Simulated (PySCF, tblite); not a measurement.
**C4H6F2O2Si: geometry, infrared bands and NMR shifts**

Wanted: the infrared bands and NMR shifts of C4H6F2O2Si (`C=C1O[SiH2][C@@H](C(F)F)O1`), by calculation.

Computed with tblite 0.8.0 and PySCF 2.14.0, with density-fitted response routines of our own, on a single molecule in the gas phase. Atoms count from 0, in the outputs and in this text.

## 1. Starting geometry

15 atoms, charge 0, multiplicity 1; geometry from: force field or distance geometry start.

Bonds of the start (Å): C0–C1 1.36, C1–O2 1.35, O2–Si3 1.75, Si3–C4 1.88, C4–C5 1.50, C5–F6 1.36, C5–F7 1.39, C4–O8 1.38, O8–C1 1.36, C0–H9 1.07, C0–H10 1.08, Si3–H11 1.46, Si3–H12 1.47, C4–H13 1.11, C5–H14 1.12.

## 2. Relaxing the molecule with GFN2-xTB

The job: settings as JSON, then the geometry in Å.

```
{"job": {"kind": "relax", "xc": "GFN2-xTB", "basis": "xTB"}, "charge": 0, "multiplicity": 1}
C      2.643700    -0.217100    -0.647700
C      1.486400     0.258100    -0.111700
O      1.053900     1.519600    -0.328000
Si    -0.669900     1.484000    -0.055700
C     -0.636400    -0.207600     0.761900
C     -1.585500    -1.194100     0.146700
F     -1.379700    -1.460300    -1.171700
F     -2.856900    -0.668600     0.319000
O      0.708800    -0.494400     0.708500
H      3.244500     0.393300    -1.284400
H      2.976400    -1.222800    -0.459900
H     -1.306400     1.464100    -1.365500
H     -1.163900     2.537300     0.837400
H     -0.941800    -0.088000     1.817600
H     -1.577600    -2.095400     0.811800
```

Started as:

```bash
$ OMP_NUM_THREADS=1 python probes_run.py task.json out
```

This one command runs all jobs of the session in turn.

**Question.** This job is followed by: GFN2-xTB harmonic vibrations, gas phase; GIAO PBE0/pcSseg-1 NMR shielding, non-relativistic, gas phase. Predict these results of the whole session: strongest single infrared mode (GFN2-xTB); zero-point energy (GFN2-xTB); ¹³C shifts against TMS (PBE0/pcSseg-1); ¹H shifts against TMS (PBE0/pcSseg-1); ¹⁷O shifts against H2O (PBE0/pcSseg-1); ²⁹Si shifts against TMS (PBE0/pcSseg-1); ¹⁹F shifts against CFCl3 (PBE0/pcSseg-1).

**Answer**, as computed:

| quantity | value |
| --- | --- |
| strongest single infrared mode (GFN2-xTB) | 1729 cm⁻¹, 290 km/mol |
| zero-point energy (GFN2-xTB) | 59.8 kcal/mol |
| ¹³C shifts against TMS (PBE0/pcSseg-1) | 172.0, 122.8, 74.4, 66.7 ppm |
| ¹H shifts against TMS (PBE0/pcSseg-1) | 6.45, 5.32, 5.06, 4.26, 3.73, 3.70 ppm |
| ¹⁷O shifts against H2O (PBE0/pcSseg-1) | 130.1, 111.6 ppm |
| ²⁹Si shifts against TMS (PBE0/pcSseg-1) | -13.3 ppm |
| ¹⁹F shifts against CFCl3 (PBE0/pcSseg-1) | -137.9, -144.4 ppm |

What this shows: Relaxing lowered the energy by 0.639 eV in 75 steps; the close pair that moved most is O2–Si3, from 1.746 to 1.637 Å. All 39 modes are real, so the xTB geometry is a minimum. The strongest single mode, at 1729 cm⁻¹, moves mainly C1 and C0. GFN2-xTB is a fitted tight-binding method: band positions and strengths are rough. Its intensities can rank the bands wrongly. C1 (alkene carbon bearing oxygen) lies farthest downfield among carbon, at 172.0 ppm; an sp2 carbon further deshielded by the attached heteroatom. H14 (hydrogen on an sp3 CH bonded to 2 F) lies farthest downfield among hydrogen, at 6.45 ppm; its carbon carries F, an electronegative neighbour. At PBE0/pcSseg-1: The largest span, 182 ppm, is at F7, where the paramagnetic term is -155 ppm.
